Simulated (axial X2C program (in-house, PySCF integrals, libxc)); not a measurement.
**A two-component session on SeCu: EOM-EA-CCSD levels**

Wanted for SeCu: EOM-EA-CCSD levels, at the two-component level.

The runs use an in-house X2C program for linear molecules on PySCF integrals; two-component X2C with atomic mean-field terms, Se dyall-acv3z, Cu dyall-acv3z.

All values are calculated.

**1. Input**

File task.json:

```json
{"zs": [34, 29], "q": 0, "bas": ["dyall-acv3z", "dyall-acv3z"], "r0": 2.22, "eom": "ea", "thr": -2.0, "nmax": 92, "grid": [1, 0.96, 1.045, 0.92, 1.09, 1.15]}
```

Keys: zs atomic numbers; q charge; bas basis sets; r0 starting distance in Å; eom kind of EOM run; thr threshold in hartree for freezing inner shells (an s shell follows its p shell); nmax most natural virtual spinors; grid distances as factors.

Launch:

```console
python soeom.py task.json out
```

Nuclei are Gaussian, cores are contracted, and the Gaunt term is on.

**2. EOM-EA-CCSD at 2.175 Å**

Reference: the closed shell SeCu⁺; 16 electrons correlated, 88 virtual spinors; roots sought by Ω: 1/2: 5, 3/2: 4, 5/2: 2, 7/2: 1.

Output:

```text
two-component X2C + atomic mean field  HF
basis functions 239  fitting functions 1303  grid points 5799
iter        total energy     max residual
   1      -4079.725690577     1.56e-01
   2      -4079.768121427     2.30e-02
   3      -4079.765144781     3.15e-02
   4      -4079.780005311     4.22e-03
   5      -4079.781111574     2.32e-03
   6      -4079.781560959     1.19e-03
   7      -4079.781650928     4.31e-04
   8      -4079.781656588     7.97e-05
   9      -4079.781657095     3.48e-05
  10      -4079.781657157     1.87e-05
  11      -4079.781657174     8.51e-06
  12      -4079.781657178     2.19e-06
  13      -4079.781657178     6.21e-07
converged
one-electron -6147.12026579  Coulomb 1982.09576918  exact exchange -153.24682260  xc functional 0.00000000  nuclear repulsion 239.89366895  atomic mean-field constant -1.40400691
correlated 16  virtual 328  natural virtual 88  E(MP2) -0.661553777  MP2 remainder -0.138086613
iter   CCSD correlation   residual
   1     -0.440470465   2.97e-01
   2     -0.473698133   2.27e-01
   3     -0.484077005   9.71e-02
   4     -0.487983240   7.31e-02
   5     -0.489605290   4.57e-02
   6     -0.491711966   2.82e-02
   7     -0.492220085   1.46e-02
   8     -0.491999289   8.84e-03
   9     -0.492527700   5.95e-03
  10     -0.492478186   3.84e-03
  11     -0.492444728   1.91e-03
  12     -0.492484773   1.15e-03
  13     -0.492464770   7.48e-04
  14     -0.492459698   4.12e-04
  15     -0.492461108   2.04e-04
  16     -0.492459911   1.12e-04
  17     -0.492459383   6.89e-05
  18     -0.492459072   4.76e-05
  19     -0.492457401   3.42e-05
  20     -0.492457383   2.29e-05
  21     -0.492456852   1.45e-05
  22     -0.492456485   7.92e-06
  23     -0.492456561   4.44e-06
  24     -0.492456552   2.65e-06
(T) -0.022448340  T1 0.0539  D1 0.1147  max T2 0.268
EOM-EA-CCSD roots
2*Omega      energy/Eh   energy/eV  one-particle weight
    1      -0.20842727     -5.6716      0.928
    1      -0.20162504     -5.4865      0.006
    1      -0.13783818     -3.7508      0.002
    1      -0.13178527     -3.5861      0.003
    1      -0.11603822     -3.1576      0.930
    3      -0.29553551     -8.0419      0.923
    3      -0.13731904     -3.7366      0.000
    3      -0.11194073     -3.0461      0.793
    3      -0.09930539     -2.7022      0.097
    5      -0.10812524     -2.9422      0.000
    5      -0.09343998     -2.5426      0.000
    7      -0.02318613     -0.6309      0.000
```

T1 in the output is the amplitude norm over the root of the electron number; divide by √2 for the Lee–Taylor value.

```
  Ω  binding energy (eV)  above lowest (cm⁻¹)                          spinor  weight
3/2                8.042                    0   84% Se pπ, 9% Cu pπ, 7% Cu dπ    0.92
1/2                5.672                19120  53% Cu sσ, 25% Cu pσ, 8% Se pσ    0.93
1/2                3.158                39400  74% Cu pπ, 13% Se dπ, 8% Se pπ    0.93
3/2                3.046                40290  72% Cu pπ, 12% Se dπ, 9% Se pπ    0.79
```

Wall time 28 s (1 thread of Arm Neoverse V1, shared host); peak memory 1 GiB.

**3. EOM-EA-CCSD at 2.088 Å**

```
  Ω  binding energy (eV)  above lowest (cm⁻¹)                          spinor  weight
3/2                8.103                    0  81% Se pπ, 10% Cu pπ, 8% Cu dπ    0.93
1/2                5.695                19420  50% Cu sσ, 27% Cu pσ, 8% Se pσ    0.94
1/2                3.173                39760  72% Cu pπ, 14% Se dπ, 8% Se pπ    0.93
3/2                3.042                40810  70% Cu pπ, 13% Se dπ, 9% Se pπ    0.83
```

Run time: 29 s. Hardware: 1 thread of Arm Neoverse V1, shared host; peak memory 1.1 GiB.

**4. EOM-EA-CCSD at 2.273 Å**

```
  Ω  binding energy (eV)  above lowest (cm⁻¹)                          spinor  weight
3/2                7.963                    0   86% Se pπ, 7% Cu pπ, 6% Cu dπ    0.92
1/2                5.665                18540  56% Cu sσ, 22% Cu pσ, 8% Se pσ    0.92
1/2                3.144                38870  76% Cu pπ, 12% Se dπ, 8% Se pπ    0.93
3/2                3.064                39520  75% Cu pπ, 11% Se dπ, 8% Se pπ    0.70
```

It took 29 s on 1 thread of Arm Neoverse V1, shared host; peak memory 1.1 GiB.

**5. EOM-EA-CCSD at 2.001 Å**

```
  Ω  binding energy (eV)  above lowest (cm⁻¹)                          spinor  weight
3/2                8.155                    0  78% Se pπ, 11% Cu pπ, 9% Cu dπ    0.93
1/2                5.730                19560  48% Cu sσ, 30% Cu pσ, 8% Se pσ    0.95
1/2                3.190                40050  69% Cu pπ, 15% Se dπ, 8% Se pπ    0.93
3/2                3.044                41220  67% Cu pπ, 13% Se dπ, 9% Cu dπ    0.86
```

Wall time 29 s (1 thread of Arm Neoverse V1, shared host); peak memory 1.1 GiB.

**6. EOM-EA-CCSD at 2.371 Å**

```
  Ω  binding energy (eV)  above lowest (cm⁻¹)                          spinor  weight
3/2                7.873                    0             88% Se pπ, 6% Cu pπ    0.92
1/2                5.679                17690  58% Cu sσ, 20% Cu pσ, 8% Se pσ    0.92
1/2                3.136                38210  77% Cu pπ, 11% Se dπ, 8% Se pπ    0.92
```

It took 32 s on 1 thread of Arm Neoverse V1, shared host; peak memory 1.1 GiB.

**7. EOM-EA-CCSD at 2.501 Å**

```
  Ω  binding energy (eV)  above lowest (cm⁻¹)                          spinor  weight
3/2                7.742                    0                       90% Se pπ    0.91
1/2                5.731                16220  62% Cu sσ, 16% Cu pσ, 9% Se pσ    0.94
1/2                3.136                37150  80% Cu pπ, 10% Se dπ, 8% Se pπ    0.91
3/2                2.921                38880   78% Cu pπ, 9% Se dπ, 9% Se pπ    0.61
```

Run time: 30 s. Hardware: 1 thread of Arm Neoverse V1, shared host; peak memory 1.1 GiB.

**8. Curves of the states**

Energies in eV from the lowest point of the lowest state; states are followed by energy order within each Ω.

```
R (Å)  (1)Ω=3/2  (1)Ω=1/2  (5)Ω=1/2
2.001    0.2997    2.7253    5.2653
2.088    0.0797    2.4875    5.0092
2.175    0.0000    2.3703    4.8844
2.273    0.0260    2.3241    4.8448
2.371    0.1340    2.3278    4.8710
2.501    0.3556    2.3663    4.9611
```

Constants where the minimum is well bracketed (masses 79.917 and 62.930 u):

```
   state  Te (cm⁻¹)  Re (Å)  ωe (cm⁻¹)
(1)Ω=3/2          0   2.198      300.0
```

**9. Results**

```
                     quantity                             value
       lowest root at 2.175 Å                 Ω = 3/2, 8.042 eV
next root led by one particle  Ω = 1/2, about 19120 cm⁻¹ higher
          T1 of the reference                             0.038
      lowest state, Re and ωe               2.198 Å, 300.0 cm⁻¹
```

What this shows: The added electron is bound by 8.04 eV in a spinor of 84% Se pπ, 9% Cu pπ, 7% Cu dπ. Errors of 0.1 to 0.3 eV are usual at this size, and roots led by higher excitations are left out, so the list is incomplete, and low states of that kind can be missing. T1 or the largest double amplitude of the reference is raised, which lowers the reliability.
